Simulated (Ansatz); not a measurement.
# GeH₆OSi: up Jacob's ladder to CCSD(T)

Aim: compute GeH₆OSi with functionals from several rungs and with coupled cluster, and see how far each lands from CCSD(T) at the basis-set limit for the atomisation energy.

The runs use Ansatz 0.2.0, Gaussian basis; functionals in def2-TZVPP, the program's frozen cores in correlated methods.

The runs, in order: LDA (SPW92), PBE-D4, revPBE-D4, BLYP-D4, r2SCAN-D4, B97M-V, PBE0-D4, B3LYP-D4, r2SCANh-D4, r2SCAN0-D4, HSE06-D4, BHLYP-D4, CAM-B3LYP-D4, LC-ωPBE, ωB97X-V, ωB97M-V, B2PLYP, PBE-QIDH; CCSD(T)/def2-SVP; CCSD(T)/def2-TZVPP; MP2/def2-QZVPP; extrapolation to the limit; RPA on PBE.

## 1. Structure used throughout

An earlier PBE0-D4 in a triple-zeta def2 set relaxation fixed the geometry.

SMILES `O[SiH2][GeH3]`, 9 atoms, charge 0, spin multiplicity 1.

Atoms are counted from 1 here; the program's logs count them from 0.

Bond lengths: O1–Si2 1.653 Å, O1–H4 0.958 Å, Si2–Ge3 2.375 Å, Si2–H5 1.492 Å, Si2–H6 1.492 Å, Ge3–H7 1.539 Å, Ge3–H8 1.537 Å, Ge3–H9 1.537 Å. Angles: Si2–O1–H4 117.7°, O1–Si2–Ge3 106.7°, O1–Si2–H5 111.3°, O1–Si2–H6 111.2°, Ge3–Si2–H5 110.4°, Ge3–Si2–H6 110.4°, H5–Si2–H6 106.9°, Si2–Ge3–H7 109.5°, Si2–Ge3–H8 111.1°, Si2–Ge3–H9 111.1°, H7–Ge3–H8 108.2°, H7–Ge3–H9 108.2°, H8–Ge3–H9 108.6°.

## 2. LDA

This LDA is Slater exchange with PW92 correlation.

in.yaml

```yaml
crystal:
  periodic: [false, false, false]
  atoms:
    - {symbol: O, position_ang: [-1.699195, 0.432939, -0.836208]}
    - {symbol: Si, position_ang: [-0.084645, 0.700034, -0.605983]}
    - {symbol: Ge, position_ang: [0.663691, -0.937104, 0.942935]}
    - {symbol: H, position_ang: [-2.164816, 1.013974, -1.439556]}
    - {symbol: H, position_ang: [0.670232, 0.586896, -1.887612]}
    - {symbol: H, position_ang: [0.165986, 2.071283, -0.074877]}
    - {symbol: H, position_ang: [2.168243, -0.746472, 1.206140]}
    - {symbol: H, position_ang: [0.447594, -2.356927, 0.395026]}
    - {symbol: H, position_ang: [-0.078590, -0.810823, 2.283036]}
basis:
  gaussian: {orbitals: def2-TZVPP}
hamiltonian: {xc: lda}
output: {orbitals: {seedname: orbitals}}
```

Further steps of the session: PBE-D4 (GGA); revPBE-D4 (GGA); BLYP-D4 (GGA); r2SCAN-D4 (meta-GGA); B97M-V (meta-GGA); PBE0-D4 (hybrid); B3LYP-D4 (hybrid); r2SCANh-D4 (hybrid); r2SCAN0-D4 (hybrid); HSE06-D4 (hybrid); BHLYP-D4 (hybrid); CAM-B3LYP-D4 (range-separated); LC-ωPBE-D4 (range-separated); ωB97X-V (range-separated); ωB97M-V (range-separated); B2PLYP (double hybrid); PBE-QIDH (double hybrid); CCSD(T) in def2-SVP; CCSD(T) in def2-TZVPP; MP2 in def2-QZVPP; RPA on PBE orbitals.

Q: Predict the results of all the runs planned. Wanted: atomisation energy, CCSD(T)/CBS; farthest beyond LDA; mean size of error, GGA; mean size of error, meta-GGA; mean size of error, hybrid; mean size of error, range-separated; mean size of error, double hybrid; gap, smallest and largest; T1 diagnostic.

The runs gave:

```
                               quantity                                      value
        atomisation energy, CCSD(T)/CBS                              2725.8 kJ/mol
 functionals within 27.3 kJ/mol (1.0 %)   r2SCAN-D4, B97M-V, CAM-B3LYP-D4, ωB97X-V
                    farthest beyond LDA                   revPBE-D4 (-97.5 kJ/mol)
                mean size of error, GGA                                65.9 kJ/mol
           mean size of error, meta-GGA                                11.1 kJ/mol
             mean size of error, hybrid                                55.6 kJ/mol
    mean size of error, range-separated                                24.6 kJ/mol
      mean size of error, double hybrid                                59.7 kJ/mol
              gap, smallest and largest  5.66 eV (LDA (SPW92)), 12.51 eV (LC-ωPBE)
                          T1 diagnostic                                     0.0118
triples share of the correlation energy                                      3.2 %
```

**Reading.** The LDA atomisation energy is off by 308.9 kJ/mol (11 %): it overbinds. PBE-D4 misses by -44.8 kJ/mol. Double hybrids carry the basis error of their MP2 part in triple zeta, and no dispersion term here, so their miss is partly the set-up's. The rungs meta-GGA, range-separated miss on average by less than the doubt on the reference (27.3 kJ/mol), so they tie. Misses under about 27.3 kJ/mol are within the doubt on the reference itself, which lacks core-valence correlation, relativity and higher excitations, and its outer-core shells are covered unevenly. Hartree-Fock recovers 73 % of the binding; the rest is correlation. CCSD(T) in def2-SVP is off by -216.7 kJ/mol, more than most functionals: a good method in a small basis is no reference. The gap grows from 5.7 to 12.5 eV across the functionals, mostly with the share of exact exchange. Correlated methods include outer-core shells of Ge, which these sets cover unevenly.
